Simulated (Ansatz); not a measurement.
# CH4AlNSi: the cost of one run

All numbers below are computed with Ansatz 0.2.0 (RKS PBE/def2-SVP).

## (1) Starting point

Bond lengths: N1–C2 1.236 Å, C2–Si3 1.863 Å, C2–Al4 2.188 Å, Si3–Al4 2.406 Å, N1–H5 1.015 Å, Si3–H6 1.496 Å, Al4–H7 1.564 Å, Al4–H8 1.576 Å. Angles: N1–C2–Si3 142.6°, N1–C2–Al4 133.0°, Si3–C2–Al4 72.4°, C2–N1–H5 122.7°, C2–Si3–Al4 60.1°, C2–Si3–H6 97.0°, Al4–Si3–H6 114.0°, C2–Al4–Si3 47.5°, C2–Al4–H7 110.9°, C2–Al4–H8 123.3°, Si3–Al4–H7 118.3°, Si3–Al4–H8 132.1°, H7–Al4–H8 108.4°.

As a file:

```xyz
8

N    -0.0636   -1.0922    1.6240
C    -0.0852   -0.7507    0.4361
Si   -1.1380   -0.8007   -1.0997
Al    0.1110    1.1852   -0.5643
H     0.6399   -0.7621    2.2766
H    -0.3457   -1.8389   -1.8291
H    -0.6002    2.3112    0.2560
H     1.4818    1.7482   -1.0995
```

## (2) End point A

input.yaml reads:

```yaml
crystal:
  periodic: [false, false, false]
  atoms:
    - { symbol: "N", position_ang: [-0.06357, -1.09221, 1.62399] }
    - { symbol: C, position_ang: [-0.08515, -0.75069, 0.43606] }
    - { symbol: Si, position_ang: [-1.13802, -0.80074, -1.09968] }
    - { symbol: Al, position_ang: [0.11097, 1.18521, -0.56434] }
    - { symbol: H, position_ang: [0.6399, -0.76211, 2.27656] }
    - { symbol: H, position_ang: [-0.34569, -1.8389, -1.82913] }
    - { symbol: H, position_ang: [-0.6002, 2.31123, 0.25603] }
    - { symbol: H, position_ang: [1.48176, 1.74821, -1.0995] }
basis:
  gaussian: { orbitals: def2-SVP }
hamiltonian:
  xc: pbe
relax:
  f_tol: 0.02
  max_steps: 50
```

Started as:

```bash
$ ansatz run input.yaml --threads 2 --pin off --max-ram 3072MiB --backend cpu --events-out ev --progress --plain --runs-dir out
```

What time and memory should one allow on 2 threads of Arm Neoverse V1, shared host?

About 35 s, with a peak of 0.14 GiB.
